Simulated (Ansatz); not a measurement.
# C3H11BOSi: the cost of one run

The runs use Ansatz 0.2.0, Gaussian basis; revPBE/def2-SVP.

## (1) The relaxed structure

An earlier PBE0-D4 in a triple-zeta def2 set relaxation fixed the geometry.

17 atoms, charge 0, spin multiplicity 1.

Atoms are counted from 1 here; the program's logs count them from 0.

Bond lengths: B1–O2 1.340 Å, B1–H7 1.201 Å, B1–H8 1.206 Å, O2–Si3 1.673 Å, Si3–C4 1.864 Å, Si3–C5 1.862 Å, Si3–C6 1.862 Å, C4–H9 1.093 Å, C4–H10 1.093 Å, C4–H11 1.094 Å, C5–H12 1.093 Å, C5–H13 1.093 Å, C5–H14 1.093 Å, C6–H15 1.093 Å, C6–H16 1.093 Å, C6–H17 1.093 Å. Angles: O2–B1–H7 118.3°, O2–B1–H8 120.7°, H7–B1–H8 121.0°, B1–O2–Si3 135.1°, O2–Si3–C4 110.4°, O2–Si3–C5 106.3°, O2–Si3–C6 106.3°, C4–Si3–C5 111.1°, C4–Si3–C6 111.1°, C5–Si3–C6 111.3°, Si3–C4–H9 111.6°, Si3–C4–H10 111.6°, Si3–C4–H11 110.0°, H9–C4–H10 107.8°, H9–C4–H11 107.8°, H10–C4–H11 107.8°, Si3–C5–H12 110.9°, Si3–C5–H13 111.1° and more.

## (2) Dynamics

in.yaml reads:

```yaml
crystal:
  periodic: [false, false, false]
  atoms:
    - {symbol: B, position_ang: [-0.820121, -2.307215, -0.827067]}
    - {symbol: O, position_ang: [-0.361141, -1.489297, 0.129364]}
    - {symbol: Si, position_ang: [0.080870, 0.123066, 0.197309]}
    - {symbol: C, position_ang: [-0.150204, 0.931462, -1.466419]}
    - {symbol: C, position_ang: [1.868654, 0.153459, 0.716073]}
    - {symbol: C, position_ang: [-1.011395, 0.909814, 1.483381]}
    - {symbol: H, position_ang: [-1.046760, -3.451232, -0.538297]}
    - {symbol: H, position_ang: [-1.000379, -1.902887, -1.948664]}
    - {symbol: H, position_ang: [-1.191616, 0.886439, -1.794060]}
    - {symbol: H, position_ang: [0.463271, 0.454146, -2.234317]}
    - {symbol: H, position_ang: [0.139007, 1.985040, -1.413623]}
    - {symbol: H, position_ang: [2.006537, -0.366311, 1.667315]}
    - {symbol: H, position_ang: [2.502357, -0.333588, -0.029434]}
    - {symbol: H, position_ang: [2.222600, 1.180796, 0.837971]}
    - {symbol: H, position_ang: [-0.909915, 0.399937, 2.444500]}
    - {symbol: H, position_ang: [-2.062427, 0.864808, 1.186971]}
    - {symbol: H, position_ang: [-0.748339, 1.961060, 1.629096]}
basis:
  gaussian: {orbitals: def2-SVP}
hamiltonian: {xc: {name: revPBE}}
md: {timestep: 1 fs, n_steps: 20, ensemble: nve, temperature: 500, initial_velocities: maxwell_boltzmann, seed: 87}
```

Command:

```console
ansatz run in.yaml --threads 4 --pin off --events-out ev --progress --plain --max-ram 11315MiB
```

**Question.** How long does this run take on 4 threads of Arm Neoverse V2, shared host, and how much memory does it need?

About 41 s, with a peak of 0.74 GiB.
